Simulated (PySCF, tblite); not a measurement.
# C6H7BF2: geometry, infrared bands and NMR shifts

Wanted: the infrared bands and NMR shifts of C6H7BF2 (`C#C[C@@H]1BC[C@@H](F)[C@@H]1F`), by calculation.

Programs: tblite 0.8.0 and PySCF 2.14.0, with density-fitted response routines of our own. Each step states its level of theory. These are calculated values for one molecule in the gas phase, unless marked as measured. Atoms are numbered from 0 throughout.

### 1 Starting geometry

16 atoms, charge 0, multiplicity 1; geometry from: force field or distance geometry start.

Bonds of the start (Å): C0–C1 1.21, C1–C2 1.43, C2–B3 1.60, B3–C4 1.58, C4–C5 1.52, C5–F6 1.38, C5–C7 1.53, C7–F8 1.39, C7–C2 1.50, C0–H9 1.06, C2–H10 1.12, B3–H11 1.19, C4–H12 1.11, C4–H13 1.11, C5–H14 1.11, C7–H15 1.14.

### 2 Geometry optimisation with GFN2-xTB

The job: settings as JSON, then the geometry in Å.

```
{"job": {"kind": "relax", "xc": "GFN2-xTB", "basis": "xTB"}, "charge": 0, "multiplicity": 1}
C      3.120300     0.174400     0.867300
C      1.912700     0.128000     0.907200
C      0.483400     0.037600     0.984000
B     -0.084400    -1.349900     0.416500
C     -1.496600    -0.928500    -0.164500
C     -1.126000     0.378200    -0.845900
F     -2.269400     1.141800    -0.995100
C     -0.195500     1.076800     0.140400
F      0.702900     1.845300    -0.589900
H      4.178300     0.240100     0.838800
H      0.112100     0.162600     2.029900
H      0.183800    -2.388800     0.941200
H     -2.239100    -0.807200     0.657100
H     -1.816700    -1.697900    -0.897800
H     -0.661900     0.236700    -1.839200
H     -0.811500     1.759700     0.806100
```

Started as:

```sh
OMP_NUM_THREADS=1 python probes_run.py task.json out
```

The driver reads the jobs from task.json and runs them one after another.

**Question.** This job is followed by: GFN2-xTB harmonic vibrations, gas phase; GIAO PBE0/pcSseg-1 NMR shielding, non-relativistic, gas phase. What will the session give for the following? strongest single infrared mode (GFN2-xTB); zero-point energy (GFN2-xTB); ¹³C shifts against TMS (PBE0/pcSseg-1); ¹H shifts against TMS (PBE0/pcSseg-1); ¹¹B shifts against BF3·OEt2 (PBE0/pcSseg-1); ¹⁹F shifts against CFCl3 (PBE0/pcSseg-1).

The runs gave:

| quantity | value |
| --- | --- |
| strongest single infrared mode (GFN2-xTB) | 1135 cm⁻¹, 146 km/mol |
| zero-point energy (GFN2-xTB) | 71.3 kcal/mol |
| ¹³C shifts against TMS (PBE0/pcSseg-1) | 105.1, 102.5, 86.9, 75.8, 37.7, 36.7 ppm |
| ¹H shifts against TMS (PBE0/pcSseg-1) | 7.15, 5.76, 5.39, 3.50, 2.73, 1.73, 1.45 ppm |
| ¹¹B shifts against BF3·OEt2 (PBE0/pcSseg-1) | 76.1 ppm |
| ¹⁹F shifts against CFCl3 (PBE0/pcSseg-1) | -210.3, -220.5 ppm |

Over 127 steps the energy fell by 0.642 eV; of the close pairs, C7–H15 changed most, 1.135 to 1.097 Å. All 42 modes are real, so the xTB geometry is a minimum. The strongest single mode, at 1135 cm⁻¹, is spread over several atoms, C2, B3, H10 among them. GFN2-xTB is a fitted tight-binding method: band positions and strengths are rough. Its intensities can rank the bands wrongly. At PBE0/pcSseg-1: The widest tensor belongs to C1: span 283 ppm, with a paramagnetic part of -153 ppm.
